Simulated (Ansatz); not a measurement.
# Ba3Pb2: one candidate of a structure search

Aim: relax a trial structure of Ba3Pb2 and see where it ends.

Program: Ansatz 0.2.0. Level of theory: DFT PBE, scalar-relativistic, plane waves, PAW. These are calculated values, not measurements.

2 further runs of the same task are left out: 1 that didn't finish, 1 set aside as unsound or not needed.

## (1) The starting structure

Symmetry: Pm-3m, No. 221, cubic system. The conventional cell has a = 5.607 Å, b = 5.607 Å, c = 5.607 Å, α = 90.00°, β = 90.00°, γ = 90.00°. Around Ba (site symmetry 4/mmm) lie 2 Pb at 2.80 Å. Around Pb (site symmetry m-3m) lie 6 Ba at 2.80 Å. Pb (site symmetry m-3m) is surrounded by 12 Ba at 3.96 Å.

As a file:

```
Ba Pb
1.0
     5.60689    0.00000    0.00000
     0.00000    5.60689    0.00000
     0.00000    0.00000    5.60689
Ba Pb
3 2
Direct
  0.50000 0.00000 0.00000
  0.00000 0.50000 0.00000
  0.00000 0.00000 0.50000
  0.00000 0.00000 0.00000
  0.50000 0.50000 0.50000
```

A structure generator made this guess: random cell by space group and Wyckoff sites (Pm-3m, No. 221). Its size is a rough estimate.

## (2) Probe: one point on a coarse mesh

Contents of input.yaml:

```yaml
crystal:
  lattice:
    - [5.60689438, 0.0, 0.0]
    - [0.0, 5.60689438, 0.0]
    - [0.0, 0.0, 5.60689438]
  atoms:
    - { symbol: Ba, position: [0.5, 0.0, 0.0] }
    - { symbol: Ba, position: [0.0, 0.5, 0.0] }
    - { symbol: Ba, position: [0.0, 0.0, 0.5] }
    - { symbol: Pb, position: [0.0, 0.0, 0.0] }
    - { symbol: Pb, position: [0.5, 0.5, 0.5] }
basis:
  ecutwfc: 420
kpoints:
  mp_grid: { grid: [4, 4, 4] }
hamiltonian:
  xc: pbe
scf:
  occupations: { method: gaussian, width: 0.1 }
  lower_state_search: "off"
output:
  forces: true
  stress: true
  eigenvalues: true
```

The run is started by

```
ansatz run input.yaml --threads 1 --pin off --max-ram 2048MiB --backend cpu --events-out ev --progress --plain --runs-dir out
```

The session goes on with these runs: rough relaxation on the coarse mesh; final relaxation.

What does the calculation give? Wanted: conventional cell; volume; energy over the elements; gap on the mesh.

The runs gave:

| quantity | value |
| --- | --- |
| symmetry at the end (tolerance 0.05 Å) | space group Pm-3m (No. 221) |
| conventional cell | a = 6.641 Å, b = 6.641 Å, c = 6.641 Å, α = 90.00°, β = 90.00°, γ = 90.00° |
| volume | 58.57 Å³/atom |
| energy over the elements | -0.10 eV/atom |
| gap on the mesh | none (metal) |

The space group Pm-3m (No. 221) is kept, and the volume per atom grows by 66.1 % from the first guess. It lies below the elements, which doesn't yet make it stable: competing phases were not computed in this session. No finished test with a distortion of lower symmetry is shown, so the end may be a saddle point. The runs treat Pb without spin-orbit coupling.
